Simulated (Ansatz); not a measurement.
**Ti: response to strain**

Ti is deformed so: equal xy, yz and zx engineering shear strains of +1 %. What stress and forces result, by LAPW, PAW and all-electron datasets made for the crystal?

Method: DFT PBEsol, scalar-relativistic, in Ansatz 0.2.0.

## 1. The starting structure

The structure is hexagonal, space group P6_3/mmc (No. 194). The conventional cell has a = 2.950 Å, b = 2.950 Å, c = 4.686 Å, α = 90.00°, β = 90.00°, γ = 120.00°. Around Ti (site symmetry -6m2) lie 12 Ti at 2.90 to 2.95 Å.

Structure file:

```xyz
2
Lattice="2.9500 0.0000 0.0000 -1.4750 2.5548 0.0000 0.0000 0.0000 4.6860" Properties=species:S:1:pos:R:3 pbc="T T T"
Ti    0.0000    1.7032    1.1715
Ti    1.4750    0.8516    3.5145
```

Atoms are numbered in the order of the input: Ti1, Ti2.

## 2. After the deformation

Space group P6_3/mmc before, P-1 after.

## 3. All-electron LAPW

File input.yaml:

```yaml
crystal:
  lattice:
    - [2.9499978604, 0.0147499893, 0.0147499893]
    - [-1.4622250648, 2.5473980936, 0.0053988708]
    - [0.02343, 0.02343, 4.686]
  atoms:
    - { symbol: Ti, position: [0.3333333333, 0.6666666667, 0.25] }
    - { symbol: Ti, position: [0.6666666667, 0.3333333333, 0.75] }
kpoints:
  mp_grid: { grid: [13, 13, 7] }
  band_path:
    path:
      - [0.0, 0.0, 0.0]
      - [0.0, -0.5, 0.0]
      - [0.0, 0.0, 0.5]
      - [0.0, 0.0, 0.0]
      - [-0.5, 0.0, 0.0]
      - [-0.5, 0.5, -0.5]
      - [0.0, 0.0, 0.0]
      - [-0.5, 0.0, -0.5]
      - [-0.5, 0.5, 0.0]
    npoints: 5
scf:
  occupations: { method: fermi_dirac, width: 0.08 }
hamiltonian:
  xc: pbesol
  pseudopotentials: { kind: all_electron, lapw: { basis_error: 0.0005 } }
output:
  forces: true
  stress: true
  eigenvalues: true
```

On the command line:

```sh
> ansatz run input.yaml --threads 1 --pin off --max-ram 3072MiB --backend cpu --events-out ev --progress --plain --runs-dir out
```

## 4. PAW with frozen cores

File input.yaml:

```yaml
crystal:
  lattice:
    - [2.9499978604, 0.0147499893, 0.0147499893]
    - [-1.4622250648, 2.5473980936, 0.0053988708]
    - [0.02343, 0.02343, 4.686]
  atoms:
    - { symbol: Ti, position: [0.3333333333, 0.6666666667, 0.25] }
    - { symbol: Ti, position: [0.6666666667, 0.3333333333, 0.75] }
kpoints:
  mp_grid: { grid: [13, 13, 7] }
scf:
  occupations: { method: fermi_dirac, width: 0.08 }
hamiltonian:
  xc: pbesol
  pseudopotentials: { kind: paw }
output:
  forces: true
  stress: true
  eigenvalues: true
  efg: { contact_densities: true }
```

## 5. All-electron PAW on datasets made for the crystal

input.yaml: that of step 4 with these lines changed.

```diff
@@ -14,3 +14,3 @@
   xc: pbesol
-  pseudopotentials: { kind: paw }
+  pseudopotentials: { kind: all_electron, datasets: crystal }
 output:
```

(Steps that only read results are left out.)

**Question.** What will these runs give? Wanted: pressure; largest shear or deviatoric stress.

**Answer**, as computed:

| quantity | value |
| --- | --- |
| pressure | LAPW -5.80, PAW -5.79, crystal datasets -5.80 GPa |
| largest shear or deviatoric stress (LAPW) | 0.59 GPa |

**Reading.** The largest part of the stress beyond the pressure is 0.59 GPa in size, in the xy component; the atoms are carried along and not relaxed. No run of the undeformed cell stands beside it, so the pressure holds what the given cell had before the change. PAW: stress within 0.01 GPa of LAPW, forces within 1 meV/Å. Crystal datasets: stress within 0.01 GPa of LAPW, forces within 1 meV/Å.
